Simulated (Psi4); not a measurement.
**CCSD(T)/6-31G(d) (spherical functions, sweep point 3) run of HBr (hydrogen bromide)**

What is the vertical ionisation energy of HBr (hydrogen bromide) at CCSD(T)/6-31G* (spherical functions, sweep point 3)? 

Program for the calculation: Psi4 1.11.

## 1. The structure to begin with

The species is HBr (2 atoms), meant as a singlet with charge 0. SMILES: `Br`. Geometry: relaxed at PBE0-D4/def2-TZVP.

Bond lengths: Br1–H2 1.420 Å.

## 2. The energy at CCSD(T)/6-31G(d) (spherical functions, sweep point 3)

Contents of brh.inp:

```
memory 1.6 GB

molecule {
  Br    -0.603220     0.217960    -0.305050
  H      0.603220    -0.217960     0.305050
  symmetry c1
}

set globals {
  basis 6-31G*
  reference rhf
  puream true
  scf_type pk
  num_frozen_docc 9
}

e_tot, wfn = energy("ccsd(t)", return_wfn=True)
```

Launch:

```bash
$ psi4 brh.inp brh.out -n 1
```

brh.out:

```text
[...]
  Running in c1 symmetry.
[...]
  Nuclear repulsion =   13.038750007487819
[...]
  Multiplicity = 1
[...]
  Nalpha       = 18
  Nbeta        = 18
[...]
    Number of basis functions: 34
[...]
   @RHF iter   1: -2572.48238789889183   -1.60780e+00   3.26589e-02 ADIIS/DIIS
[...]
   @RHF iter  10: -2572.68031719294049   -4.09273e-12   9.14533e-10 DIIS
[...]
    Orbital Energies [Eh]
    ---------------------
    Doubly Occupied:
       1A   -490.030946     2A    -65.210049     3A    -58.568784
       4A    -58.567183     5A    -58.567183     6A     -9.869218
       7A     -7.482693     8A     -7.472815     9A     -7.472815
      10A     -3.203212    11A     -3.198476    12A     -3.198476
      13A     -3.188408    14A     -3.188408    15A     -1.035973
      16A     -0.584815    17A     -0.433556    18A     -0.433556
[...]
  @RHF Final Energy: -2572.68031719294049
   => Energetics <=
    Nuclear Repulsion Energy =             13.0387500074878186
    One-Electron Energy =               -3608.0250058951023675
    Two-Electron Energy =                1022.3059386946737277
    Total Energy =                      -2572.6803171929404925
[...]
 Multipole Moments:
 ------------------------------------------------------------------------------------
     Multipole            Electronic (a.u.)      Nuclear  (a.u.)        Total (a.u.)
 ------------------------------------------------------------------------------------
 L = 1.  Multiply by 2.5417464519 to convert [e a0] to [Debye]
 Dipole X            :         -0.0000000            0.0000000           -0.0000000
 Dipole Y            :         -0.0000000           -0.0000000           -0.0000000
 Dipole Z            :         -1.0167646            1.4657917            0.4490271
 Magnitude           :                                                    0.4490271
[...]
      * MP2 total energy                      = -2572.934444496874676
[...]
      * CCSD total energy                     = -2572.939496321454953
[...]
      * CCSD(T) total energy                  = -2572.942802924724674
[...]
```

Run time: 7.5 s. Hardware: 1 thread of Intel Xeon at 2.70GHz, shared host; peak memory 0.2 GiB.

## 3. The doublet cation, same level

Contents of brh.dat:

```
memory 1600 MB

molecule {
  1 2
  Br    -0.603220     0.217960    -0.305050
  H      0.603220    -0.217960     0.305050
  symmetry c1
}

set basis 6-31G*
set reference uhf
set puream true
set scf_type pk
set num_frozen_docc 9
set maxiter 100

e_tot, wfn = energy('ccsd(t)', return_wfn=True)
print_variables()
```

Launch:

```bash
$ psi4 -n 1 brh.dat brh.out
```

brh.out:

```text
[...]
  Running in c1 symmetry.
[...]
  Nuclear repulsion =   13.038750007487819
[...]
  Multiplicity = 2
[...]
  Nalpha       = 18
  Nbeta        = 17
[...]
    Number of basis functions: 34
[...]
   @UHF iter   1: -2572.15875014622679   -1.28416e+00   2.99518e-02 ADIIS/DIIS
[...]
   @UHF iter  12: -2572.28657289177136    0.00000e+00   2.57166e-09 DIIS
[...]
   @S^2 Observed:                7.578459846E-01
[...]
    Orbital Energies [Eh]
    ---------------------
    Alpha Occupied:
       1A   -490.426921     2A    -65.603108     3A    -58.966766
       4A    -58.960216     5A    -58.958529     6A    -10.264629
       7A     -7.886359     8A     -7.869599     9A     -7.859447
      10A     -3.599897    11A     -3.597923    12A     -3.587657
      13A     -3.579349    14A     -3.578199    15A     -1.432913
      16A     -0.925953    17A     -0.856471    18A     -0.786209
    Alpha Virtual:
      19A     -0.147637    20A      0.092326    21A      0.162453
      22A      0.163883    23A      0.194853    24A      0.394398
      25A      0.421496    26A      0.422571    27A      0.440706
[...]
  @UHF Final Energy: -2572.28657289177136
   => Energetics <=
    Nuclear Repulsion Energy =             13.0387500074878186
    One-Electron Energy =               -3594.2795330409248891
    Two-Electron Energy =                1008.9542101416656124
    Total Energy =                      -2572.2865728917713568
  UHF NO Occupations:
  HONO-2 :   16  A 1.9995563
  HONO-1 :   17  A 1.9966124
[...]
 Multipole Moments:
 ------------------------------------------------------------------------------------
     Multipole            Electronic (a.u.)      Nuclear  (a.u.)        Total (a.u.)
 ------------------------------------------------------------------------------------
 L = 1.  Multiply by 2.5417464519 to convert [e a0] to [Debye]
 Dipole X            :         -0.0000000            0.0000000           -0.0000000
 Dipole Y            :         -0.0000000           -0.0000000           -0.0000000
 Dipole Z            :         -0.8022377            1.4657917            0.6635540
 Magnitude           :                                                    0.6635540
[...]
      * MP2 total energy                      = -2572.515293136941182
[...]
      * CCSD total energy                     = -2572.523847042494708
[...]
      * CCSD(T) total energy                     = -2572.526717705941337
[...]
```

It took 4.8 s on 1 thread of Intel Xeon at 2.70GHz, shared host; peak memory 0.2 GiB.

## 4. What came out

At CCSD(T)/6-31G* (spherical functions, sweep point 3), 9 core orbitals frozen:

| quantity | value |
| --- | --- |
| singlet HBr: total energy | -2572.94280 Eh |
| singlet HBr: HOMO energy (Hartree–Fock orbitals) | -11.80 eV |
| singlet HBr: LUMO energy (Hartree–Fock orbitals) | 3.88 eV |
| singlet HBr: HOMO–LUMO gap (Hartree–Fock orbitals) | 15.68 eV |
| singlet HBr: correlation energy (9 core orbitals frozen) | -262.5 mEh |
| singlet HBr: (T) correction | -3.31 mEh |
| singlet HBr: T1 diagnostic | 0.004 |
| doublet cation: total energy | -2572.52672 Eh |
| doublet cation: HOMO energy (Hartree–Fock orbitals) (highest over α and β) | -20.69 eV |
| doublet cation: LUMO energy (Hartree–Fock orbitals) (lowest over α and β) | -9.76 eV |
| doublet cation: correlation energy (9 core orbitals frozen) | -240.1 mEh |
| doublet cation: (T) correction | -2.87 mEh |
| doublet cation: ⟨S²⟩ of the reference determinant | 0.758 |
| doublet cation: T1 diagnostic | 0.007 |
| vertical ionisation energy (to the doublet cation) | 11.322 eV |

**Reading.** Removing an electron at fixed nuclei costs 11.32 eV (261 kcal/mol). The triples (singlet HBr) make up 1.3 % of the correlation energy. The triples (doublet cation) make up 1.2 % of the correlation energy.
